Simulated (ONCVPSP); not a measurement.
**Pseudopotential generation for Pr: ONCV, PBE**

Do these settings give a usable potential? It is generated, then checked for transferability, scattering, ghosts and hardness.

Program: ONCVPSP 4.0.1.1 (patched build). Reference atom: PBE, scalar-relativistic, spherical and spin-unpolarised. All values are calculated.

### Step 1. Settings

Typed settings, in words:

```
element                 : praseodymium (Pr, Z = 59)
type                    : optimised norm-conserving Vanderbilt (ONCV)
frozen core             : [Kr] 4d10
valence charge          : 13
reference configuration : 4f3 5s2 5p6 6s2
partial waves           : 5s+6s: rc 2.75 bohr, ncon 3, nbas 7, qcut 5.6 1/bohr, 3 projectors, debl 3.5 Ha; 5p: rc 2.50 bohr, ncon 3, nbas 6, qcut 6.3 1/bohr, 2 projectors, debl 2.8 Ha; d scattering state at 0.13 Ha: rc 2.15 bohr, ncon 4, nbas 9, qcut 4.9 1/bohr, 1 projector; 4f: rc 1.55 bohr, ncon 5, nbas 9, qcut 9.5 1/bohr, 2 projectors, debl 2 Ha
local potential         : polynomial inside 1.30 bohr (lpopt 5, dvloc0 4 Ha)
core correction         : Teter function, fcfact 2.5, rcfact 1.4
```

An earlier all-electron run gives the scale for the radii.

All-electron outer shells of the reference configuration (PBE, scalar-relativistic, ld1.x):

| shell | level (eV) | outermost node (bohr) | outermost maximum (bohr) |
| --- | --- | --- | --- |
| 5s | -39.03 | 0.74 | 1.35 |
| 5p | -21.47 | 0.79 | 1.53 |
| 6s | -3.46 | 1.81 | 3.85 |
| 5d | -2.02 | 0.91 | 2.28 |
| 4f | -1.25 | – | 0.69 |
| 6p | -1.24 | 2.18 | 5.13 |

### Step 2. The generation run

Input file Pr.dat:

```
# ATOM AND REFERENCE CONFIGURATION
# atsym  z   nc   nv     iexc    psfile
  Pr 59.00    9    4        4      upf
#
#   n    l    f
    1    0    2.00
    2    0    2.00
    2    1    6.00
    3    0    2.00
    3    1    6.00
    3    2   10.00
    4    0    2.00
    4    1    6.00
    4    2   10.00
    4    3    3.00
    5    0    2.00
    5    1    6.00
    6    0    2.00
#
# PSEUDOPOTENTIAL AND OPTIMIZATION
# lmax
    3
#
#   l,   rc,      ep,       ncon, nbas, qcut
    0    2.75    0.00    3    7    5.60
    1    2.50    0.00    3    6    6.30
    2    2.15    0.13    4    9    4.90
    3    1.55    0.00    5    9    9.50
#
# LOCAL POTENTIAL
# lloc, lpopt,  rc(5),   dvloc0
    4    5    1.30    4.00
#
# VANDERBILT-KLEINMAN-BYLANDER PROJECTORs
# l, nproj, debl
    0    3    3.50
    1    2    2.80
    2    1    1.70
    3    2    2.00
#
# MODEL CORE CHARGE
# icmod, fcfact, rcfact
    3    2.50    1.40
#
# LOG DERIVATIVE ANALYSIS
# epsh1, epsh2, depsh
   -3.00    5.00    0.02
#
# OUTPUT GRID
# rlmax, drl
    6.00    0.01
#
# TEST CONFIGURATIONS
# ncnf
    4
# nvcnf
#   n    l    f
    4
    4    3    3.00
    5    0    2.00
    5    1    6.00
    6    0    1.00
#
    4
    4    3    3.00
    5    0    2.00
    5    1    6.00
    6    0    0.00
#
    4
    4    3    2.00
    5    0    2.00
    5    1    6.00
    6    0    0.00
#
    5
    4    3    3.00
    5    0    2.00
    5    1    6.00
    6    0    0.00
    5    2    1.00
#
```

On the command line:

```
oncvpsp.x < Pr.dat > Pr.out
```

**Question.** What will these runs give? Wanted: cutoffs for 1 and 0.1 mHa per electron, occupied waves; bound ghosts; GHOST(+) flags; largest phase difference near zero energy, channels read; rms error of d²Exc/dn², without and with the model core; projector energies reset by the program.

The runs gave:

| quantity | value |
| --- | --- |
| cutoffs for 1 and 0.1 mHa per electron, occupied waves | 89 Ha and 152 Ha |
| bound ghosts | none found |
| GHOST(+) flags | s at 118 eV |
| largest phase difference near zero energy, channels read | 0.008 rad |
| rms error of d²Exc/dn², without and with the model core | 9.77 and 5.41 mHa |
| projector energies reset by the program | d: 0.050 Ha |

In words: By its cutoff, 89 Ha for the looser tolerance, it is very hard. At the looser tolerance the 4f wave is the slowest; 5p needs 10 Ha. No bound ghost shows below the valence levels. Near zero energy the phases of the channels with partial waves agree within 0.008 rad. The program also flags highly localised states, GHOST(+) (s). These are tests on the free atom; a crystal test is still owed.
